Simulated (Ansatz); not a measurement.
BPd4: projected density of states with revPBE

The system is BPd4.

```
Pd B
1.0
     2.89203    0.00000    0.00000
     0.00000    4.36501    0.00000
     0.00000    0.00000    5.85632
Pd B
4 1
Direct
  0.50000 0.00000 0.19758
  0.00000 0.00000 0.61947
  0.00000 0.50000 0.32916
  0.50000 0.50000 0.86756
  0.50000 0.00000 0.86323
```

The cell comes from a database or a generator and needn't be the stable form of this composition.

| Quantity | Value |
| --- | --- |
| Program | Ansatz 0.2.0 |
| Task | projected density of states |
| Functional | revPBE |
| Potentials or basis | Ansatz PAW |
| Cutoff | 420 eV (not typed: the program's choice for these potentials) |
| k mesh | 9 × 6 × 5 |
| Occupations | fermi-dirac, width 0.05 eV |
| Spin | no spin polarisation |

```yaml
Pressure: 1.7 GPa
Largest_force: 0.271 eV/Å
Band_gap_on_the_k_mesh: none (metal or under the smearing width)
Density_of_states_at_the_Fermi_level: 2.68 states/eV per cell
```

Forces in eV/Å, atoms in the order of the input:
```
Pd   0.000  0.000 -0.271
Pd   0.000  0.000  0.052
Pd   0.000  0.000  0.071
Pd   0.000  0.000  0.069
B    0.000  0.000  0.079
```

Stress tensor (GPa, compression positive):
```
1.32 0.00 0.00
0.00 2.49 0.00
0.00 0.00 1.23
```

Levels at points of the mesh, in eV from the Fermi level:
```tsv
k point	band 35	band 36	band 37	band 38	band 39	band 40	band 41	band 42
(0.00, 0.00, 0.00)	-1.20	-0.81	-0.54	-0.26	0.08	0.44	5.27	5.47
(0.00, -0.50, 0.00)	-0.96	-0.88	-0.84	-0.72	-0.45	1.44	2.28	4.00
```

States per cell in windows of 1 eV (zero at the Fermi level; states under -8 eV left out):
```tsv
from (eV)	total	Pd 4d	B 2p	B 2s	Pd 4s	Pd 4p
-8.0	0.53	0.22	0.03	0.26	0.00	0.01
-7.0	0.05	0.02	0.02	0.00	0.00	0.00
-6.0	3.16	2.02	0.94	0.02	0.04	0.01
-5.0	5.70	4.73	0.65	0.04	0.03	0.02
-4.0	8.75	8.14	0.30	0.06	0.01	0.02
-3.0	8.90	8.37	0.23	0.05	0.01	0.01
-2.0	8.35	7.81	0.20	0.06	0.00	0.01
-1.0	6.20	5.63	0.20	0.10	0.00	0.00
0.0	1.85	0.90	0.40	0.08	0.01	0.00
1.0	1.85	0.55	0.57	0.10	0.01	0.01
2.0	1.52	0.35	0.60	0.04	0.01	0.01
3.0	1.28	0.20	0.29	0.04	0.00	0.00
4.0	1.12	0.13	0.27	0.03	0.00	0.00
5.0	2.25	0.21	0.56	0.06	0.00	0.00
6.0	1.19	0.07	0.18	0.01	0.00	0.00
7.0	1.17	0.02	0.03	0.01	0.00	0.00
```

It took 17 s on 2 threads of AMD EPYC 9R45 96-Core Processor (Zen 5), with other jobs on the host, peak memory 0.68 GiB.

Caveat: the PAW data sets come from PBE, with cores solved anew for the run's functional, which leaves a small shift of forces and pressure; the density of states is complete only up to the lowest level of the last band computed.
